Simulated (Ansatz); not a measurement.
# NbCd3: the cost of one run

Computed with Ansatz 0.2.0 (DFT LDA, scalar-relativistic, unless a step's input says otherwise).

**1. The system as given**

The structure is cubic, space group Pm-3m (No. 221). Conventional cell: a = 4.215 Å, b = 4.215 Å, c = 4.215 Å, α = 90.00°, β = 90.00°, γ = 90.00°. Nb (site symmetry m-3m) is surrounded by 12 Cd at 2.98 Å. Cd (site symmetry 4/mmm) has 4 Nb at 2.98 Å and 8 Cd at 2.98 Å as nearest neighbours.

Coordinates:

```cif
data_structure
_symmetry_space_group_name_H-M 'P 1'
_symmetry_Int_Tables_number 1
_cell_length_a 4.2150
_cell_length_b 4.2150
_cell_length_c 4.2150
_cell_angle_alpha 90.000
_cell_angle_beta 90.000
_cell_angle_gamma 90.000
_cell_volume 74.88
loop_
_atom_site_label
_atom_site_type_symbol
_atom_site_fract_x
_atom_site_fract_y
_atom_site_fract_z
_atom_site_occupancy
Nb1 Nb 0.00000 0.00000 0.00000 1
Cd1 Cd 0.00000 0.50000 0.50000 1
Cd2 Cd 0.50000 0.00000 0.50000 1
Cd3 Cd 0.50000 0.50000 0.00000 1
```

Atoms are numbered in the order of the input: Nb1, Cd2, Cd3, Cd4.

**2. The deformed structure**

Space group Pm-3m before, P4/mmm after.

**3. Full-potential LAPW**

Input file input.yaml:

```yaml
crystal:
  lattice:
    - [4.2993, 0.0, 0.0]
    - [0.0, 4.2993, 0.0]
    - [0.0, 0.0, 4.215]
  atoms:
    - { symbol: Nb, position: [0.0, 0.0, 0.0] }
    - { symbol: Cd, position: [0.0, 0.5, 0.5] }
    - { symbol: Cd, position: [0.5, 0.0, 0.5] }
    - { symbol: Cd, position: [0.5, 0.5, 0.0] }
kpoints:
  mp_grid: { grid: [9, 9, 9] }
  band_path:
    path:
      - [0.0, 0.0, 0.0]
      - [0.0, 0.5, 0.0]
      - [0.5, 0.5, 0.0]
      - [0.0, 0.0, 0.0]
      - [0.0, 0.0, 0.5]
      - [0.0, 0.5, 0.5]
      - [0.5, 0.5, 0.5]
      - [0.0, 0.0, 0.5]
      - [0.0, 0.5, 0.0]
    npoints: 5
scf:
  occupations: { method: fermi_dirac, width: 0.08 }
hamiltonian:
  xc: lda
  pseudopotentials: { kind: all_electron, lapw: { basis_error: 0.0005 } }
output:
  forces: true
  stress: true
  eigenvalues: true
```

On the command line:

```sh
> ansatz run input.yaml --threads 1 --pin off --max-ram 4096MiB --backend cpu --events-out ev --progress --plain --runs-dir out
```

**Question.** How long does this run take on 1 thread of Intel Xeon Platinum 8259CL at 2.50GHz (Skylake/Cascade Lake), shared host, and how much memory does it need?

About 2.2 min, with a peak of 0.89 GiB.
